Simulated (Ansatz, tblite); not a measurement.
# SnHF3: rung by rung

Aim: run the singlet of SnHF3 at one geometry on many levels, and compare frontier levels, spin and run time.

Computed with Ansatz 0.2.0, Gaussian basis. Level: as each input shows.

Levels to be run: GFN1-xTB, GFN2-xTB, PBE-D4/def2-TZVP, r2SCAN-D4/def2-TZVP, r2SCAN0-D4/def2-TZVP, ωB97X-V/def2-TZVP, LDA/def2-TZVP, BLYP-D4/def2-TZVP, ωB97M-V/def2-TZVP, B3LYP-D4/def2-TZVP, BHLYP-D4/def2-TZVP, PBE-D4/def2-SVP, PBE0-D4/def2-SVP, CCSD(T)/def2-TZVPP, MP2/def2-TZVP, RPA/def2-TZVP.

3 further runs of the same task are left out: 3 set aside as unsound or not needed. Runs told in other sessions of the task aren't counted.

## Step 1: The geometry

The singlet was relaxed beforehand with PBE0-D4/def2-TZVP.

5 atoms, charge 0, spin multiplicity 1.

Bond lengths: Sn1–H2 1.682 Å, Sn1–F3 1.891 Å, Sn1–F4 1.891 Å, Sn1–F5 1.891 Å. Angles: H2–Sn1–F3 113.6°, H2–Sn1–F4 113.6°, H2–Sn1–F5 113.6°, F3–Sn1–F4 105.0°, F3–Sn1–F5 105.0°, F4–Sn1–F5 105.0°.

Sn takes a core potential in the def2 sets. No spin-orbit coupling is included.

PBE0-D4/def2-TZVP was run before; its log isn't repeated, and its numbers join the tables.

## Step 2: GFN1-xTB

Tight binding, by tblite at 300 K electronic temperature and without a spin-polarisation term:

```python
tblite.interface.Calculator('GFN1-xTB', numbers, positions, charge=0, uhf=0).singlepoint()
```

Energy -502.4506 eV, HOMO -14.51 eV, LUMO -9.69 eV; 0.003 s.

## Step 3: GFN2-xTB

Tight binding, by tblite at 300 K electronic temperature and without a spin-polarisation term:

```python
tblite.interface.Calculator('GFN2-xTB', numbers, positions, charge=0, uhf=0).singlepoint()
```

Energy -458.7025 eV, HOMO -13.97 eV, LUMO -8.86 eV; 0.002 s.

## Step 4: PBE-D4/def2-TZVP

start.molden holds the orbitals of an earlier run on this state, given as this run's starting guess.

The input, in.yaml:

```yaml
crystal:
  periodic: [false, false, false]
  atoms:
    - {symbol: Sn, position_ang: [0.000737, -0.001182, 0.118699]}
    - {symbol: H, position_ang: [0.011285, -0.017930, 1.800288]}
    - {symbol: F, position_ang: [1.728206, 0.010658, -0.650523]}
    - {symbol: F, position_ang: [-0.873919, 1.504395, -0.619072]}
    - {symbol: F, position_ang: [-0.866300, -1.495941, -0.649382]}
basis:
  gaussian: {orbitals: def2-TZVP, initial_orbitals: start.molden}
hamiltonian: {xc: pbe, dispersion: d4}
scf: {omitted_lower_state_checks: [starts]}
output: {orbitals: {seedname: orbitals}}
```

Started as:

```
ansatz run in.yaml --threads 4 --pin off --events-out ev --progress --plain --max-ram 3916MiB
```

Further steps of the session: r2SCAN-D4/def2-TZVP; r2SCAN0-D4/def2-TZVP; ωB97X-V/def2-TZVP; LDA/def2-TZVP; BLYP-D4/def2-TZVP; ωB97M-V/def2-TZVP; B3LYP-D4/def2-TZVP; BHLYP-D4/def2-TZVP; PBE-D4/def2-SVP; PBE0-D4/def2-SVP; CCSD(T)/def2-TZVPP; MP2/def2-TZVP; RPA/def2-TZVP.

Q: Predict the results of all the runs planned. Wanted: gap in def2-TZVP, named functionals, smallest and largest; correlation energy, CCSD(T)/def2-TZVPP; correlation energy, MP2/def2-TZVP; binding an atom, CCSD(T)/def2-TZVPP; PBE0 total energy, smallest basis above largest.

The runs gave:

| quantity | value |
| --- | --- |
| gap in def2-TZVP, named functionals, smallest and largest | 6.01 eV (LDA), 13.59 eV (ωB97X-V) |
| correlation energy, CCSD(T)/def2-TZVPP | -29.82 eV |
| correlation energy, MP2/def2-TZVP | -29.06 eV |
| binding an atom, CCSD(T)/def2-TZVPP | 3.195 eV |
| PBE0 total energy, smallest basis above largest | 11.06 eV (def2-SVP, def2-TZVP) |

In words: Over the named functionals in def2-TZVP the gap runs from 6.01 eV (LDA) to 13.59 eV (ωB97X-V); exact exchange widens it. The functionals in def2-TZVP miss CCSD(T)/def2-TZVPP by -0.161 (BHLYP-D4) to +0.704 eV (LDA) an atom. CCSD(T)/def2-TZVPP isn't at the basis-set limit; small misses against it rank nothing.
